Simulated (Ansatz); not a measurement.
# AlV2C: the cost of one run

Method: DFT r2SCAN, scalar-relativistic, plane waves, PAW, in Ansatz 0.2.0.

### Step 1. Starting point

The structure is hexagonal, space group P6_3/mmc (No. 194). Conventional cell: a = 2.888 Å, b = 2.888 Å, c = 13.105 Å, α = 90.00°, β = 90.00°, γ = 120.00°. Al (site symmetry -6m2) is surrounded by 6 V at 2.72 Å and 6 Al at 2.89 Å. V (site symmetry 3m) is surrounded by 3 C at 2.02 Å. C (site symmetry -3m) has 6 V at 2.02 Å as nearest neighbours.

Structure file:

```
CELL_PARAMETERS angstrom
2.88760 0.00000 0.00000
-1.44380 2.50073 0.00000
0.00000 0.00000 13.10482
ATOMIC_POSITIONS crystal
Al 0.33333 0.66667 0.25000
Al 0.66667 0.33333 0.75000
V 0.33333 0.66667 0.58638
V 0.66667 0.33333 0.41362
V 0.66667 0.33333 0.08638
V 0.33333 0.66667 0.91362
C 0.00000 0.00000 0.00000
C 0.00000 0.00000 0.50000
```

The structure comes from the Materials Project (structure only).

### Step 2. Ground state at the listed geometry

Contents of input.yaml:

```yaml
crystal:
  lattice:
    - [2.8875990726, 0.0, 0.0]
    - [-1.4437995363, 2.5007341528, 0.0]
    - [0.0, 0.0, 13.10482311]
  atoms:
    - { symbol: Al, position: [0.33333333, 0.66666667, 0.25] }
    - { symbol: Al, position: [0.66666667, 0.33333333, 0.75] }
    - { symbol: V, position: [0.33333333, 0.66666667, 0.58638422] }
    - { symbol: V, position: [0.66666667, 0.33333333, 0.41361578] }
    - { symbol: V, position: [0.66666667, 0.33333333, 0.08638422] }
    - { symbol: V, position: [0.33333333, 0.66666667, 0.91361578] }
    - { symbol: C, position: [0.0, 0.0, 0.0] }
    - { symbol: C, position: [0.0, 0.0, 0.5] }
basis:
  ecutwfc: 500
  fft_grid_basis: typed
kpoints:
  mp_grid: { grid: [15, 15, 4] }
hamiltonian:
  xc: r2scan
scf:
  occupations: { method: gaussian, width: 0.05 }
output:
  forces: true
  stress: true
  eigenvalues: true
  bader: true
  write_density: true
  volumetric_format: npy
  elf: true
```

Launch:

```sh
$ ansatz run input.yaml --threads 2 --pin off --max-ram 4096MiB --backend cpu --events-out ev --progress --plain --runs-dir out
```

Q: Estimate wall time and peak memory on 2 threads of Arm Neoverse N1, shared host.

About 87 s, with a peak of 0.77 GiB.
